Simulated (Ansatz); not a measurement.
H₅OPSSi, SMILES O[SiH2]PS, a rigid scan of one bond length

Program: Ansatz 0.2.0, Python API.

At the Python prompt:
```pycon
>>> import ansatz as az
>>> import numpy as np
>>> BASIS = "def2-SVP"
>>> XC = "b3lyp"
>>> geometry_ang = [
...     ("O", (-0.3231, 0.4764, -1.628)),
...     ("Si", (0.8974, 0.4027, -0.5847)),
...     ("P", (0.2994, -1.0949, 0.9348)),
...     ("S", (-1.5407, -0.4168, 1.4135)),
...     ("H", (-1.2455, 0.4033, -1.2528)),
...     ("H", (1.1053, 1.7343, 0.0684)),
...     ("H", (2.1458, -0.0268, -1.3001)),
...     ("H", (0.0308, -2.1224, 0.0492)),
...     ("H", (-1.2808, 0.598, 2.2825)),
... ]
>>> h5opssi = az.Crystal.molecule()
>>> for symbol, xyz in geometry_ang:
...     h5opssi = h5opssi.atom(symbol, xyz)
...
>>> symbols = [site.symbol for site in h5opssi.cartesian_sites]
>>> start = np.array([site.position_ang for site in h5opssi.cartesian_sites])
>>> axis = (start[3] - start[2]) / np.linalg.norm(start[3] - start[2])
>>> moving = [3, 8]
>>> lengths, energies = [1.776, 1.857, 1.938, 2.019, 2.099, 2.18, 2.261, 2.382], []
>>> for length in lengths:
...     xyz = start.copy()
...     xyz[moving] += (length - np.linalg.norm(start[3] - start[2])) * axis
...     point = az.Crystal.molecule()
...     for symbol, place in zip(symbols, xyz):
...         point = point.atom(symbol, place.tolist())
...     setup = point.calculation().basis(gaussian=BASIS).functional(XC)
...     summary = setup.run(threads=1).report
...     energies.append(summary["free_energy_ev"])
...     print(f"r = {length:6.3f} A  E = {energies[-1]:.5f} eV  <S^2> = {abs(summary['mean_field']['state']['spin_squared']):.3f}")
...
r =  1.776 A  E = -30120.30890 eV  <S^2> = 0.000
r =  1.857 A  E = -30121.18709 eV  <S^2> = 0.000
r =  1.938 A  E = -30121.74319 eV  <S^2> = 0.000
r =  2.019 A  E = -30122.06718 eV  <S^2> = 0.000
r =  2.099 A  E = -30122.22402 eV  <S^2> = 0.000
r =  2.180 A  E = -30122.26581 eV  <S^2> = 0.000
r =  2.261 A  E = -30122.22558 eV  <S^2> = 0.000
r =  2.382 A  E = -30122.06731 eV  <S^2> = 0.000
>>> # quartic fit about the minimum
>>> fit = np.polynomial.Polynomial.fit(lengths, np.array(energies) - min(energies), 4).convert()
>>> roots = [r.real for r in fit.deriv().roots() if abs(r.imag) < 1e-9 and fit.deriv(2)(r.real) > 0]
>>> r_e = min(roots, key=lambda r: abs(r - lengths[int(np.argmin(energies))]))
>>> print(f"minimum of the fit at {r_e:.4f} A, force constant {fit.deriv(2)(r_e):.2f} eV/A^2")
minimum of the fit at 2.1768 A, force constant 12.05 eV/A^2
```

What to keep in mind:
- The settings weren't tested for convergence.
- The rest of the molecule is held rigid at a force-field or estimated start geometry, and the basis set is modest; single-reference methods fail as a bond breaks.
- b3lyp holds the VWN-RPA fit, as in Gaussian; the form of ORCA and Turbomole is b3lyp5.
- The orbitals are restricted, so S² is zero by construction.
- Toward dissociation an unrestricted state can lie under the restricted one, by tenths of an eV for polar bonds under a functional and by 1 to 2 eV or more for others.
- It ran for 26 s on 1 thread of Arm Neoverse V1 (shared host), peak memory 0.25 GiB.
